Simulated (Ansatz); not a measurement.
# H5OSbSi: how energies converge with the basis set

How large a basis does H5OSbSi need? Two functionals are run in growing sets.

Program: Ansatz 0.2.0, Gaussian basis. Level of theory: one geometry, several basis sets. These are calculated values, not measurements.

Levels to be run: PBE0-D4/def2-SVP; ωB97M-V/def2-SVP; PBE0-D4/def2-QZVPP; ωB97M-V/def2-QZVPP; the functionals' def2-TZVPP values are taken from earlier runs.

### Step 1. The relaxed structure

The geometry comes from an earlier relaxation with PBE0-D4 in a triple-zeta def2 set; it is a stationary point, not always the lowest conformer. Sb takes the def2 core potential; no spin-orbit term is included.

SMILES `[SiH3][O][SbH2]`, 8 atoms, charge 0, spin multiplicity 1.

Atoms are counted from 1 here; the program's logs count them from 0.

Bond lengths: Si1–O2 1.633 Å, Si1–H4 1.488 Å, Si1–H5 1.493 Å, Si1–H6 1.486 Å, O2–Sb3 1.964 Å, Sb3–H7 1.714 Å, Sb3–H8 1.716 Å. Angles: O2–Si1–H4 110.7°, O2–Si1–H5 110.9°, O2–Si1–H6 109.1°, H4–Si1–H5 108.1°, H4–Si1–H6 108.9°, H5–Si1–H6 109.0°, Si1–O2–Sb3 132.6°, O2–Sb3–H7 93.4°, O2–Sb3–H8 94.6°, H7–Sb3–H8 90.4°.

### Step 2. PBE0-D4 in def2-SVP

File in.yaml:

```yaml
crystal:
  periodic: [false, false, false]
  atoms:
    - {symbol: Si, position_ang: [-0.877601, 1.026110, -0.354250]}
    - {symbol: O, position_ang: [0.108207, 0.001751, 0.450136]}
    - {symbol: Sb, position_ang: [1.416930, -1.333419, -0.152825]}
    - {symbol: H, position_ang: [-2.268582, 0.498217, -0.392203]}
    - {symbol: H, position_ang: [-0.414993, 1.216610, -1.760411]}
    - {symbol: H, position_ang: [-0.879753, 2.341484, 0.336346]}
    - {symbol: H, position_ang: [2.399635, -1.148813, 1.238787]}
    - {symbol: H, position_ang: [0.608355, -2.659042, 0.578619]}
basis:
  gaussian: {orbitals: def2-SVP}
hamiltonian: {xc: pbe0, dispersion: d4}
output: {orbitals: {seedname: orbitals}}
```

The run is started by

```sh
$ ansatz run in.yaml --threads 2 --pin off --events-out ev --progress --plain --max-ram 4352MiB
```

After this run come: ωB97M-V in def2-SVP; PBE0-D4 in def2-QZVPP; ωB97M-V in def2-QZVPP.

Q: Predict the results of all the runs planned. Wanted: PBE0-D4: double and triple zeta above quadruple; ωB97M-V: double and triple zeta above quadruple.

The runs gave:

| quantity | value |
| --- | --- |
| PBE0-D4: double and triple zeta above quadruple | 6.40, 0.49 eV |
| ωB97M-V: double and triple zeta above quadruple | 6.51, 0.46 eV |

In words: PBE0-D4 gains 5.92 eV from double to triple zeta, then 0.49 eV more. Total energies overstate the basis error of differences, where much of it tends to cancel. The LUMO of ωB97M-V is positive and keeps falling with the basis (0.73 to 0.22 eV): an unbound level that the basis holds in place.
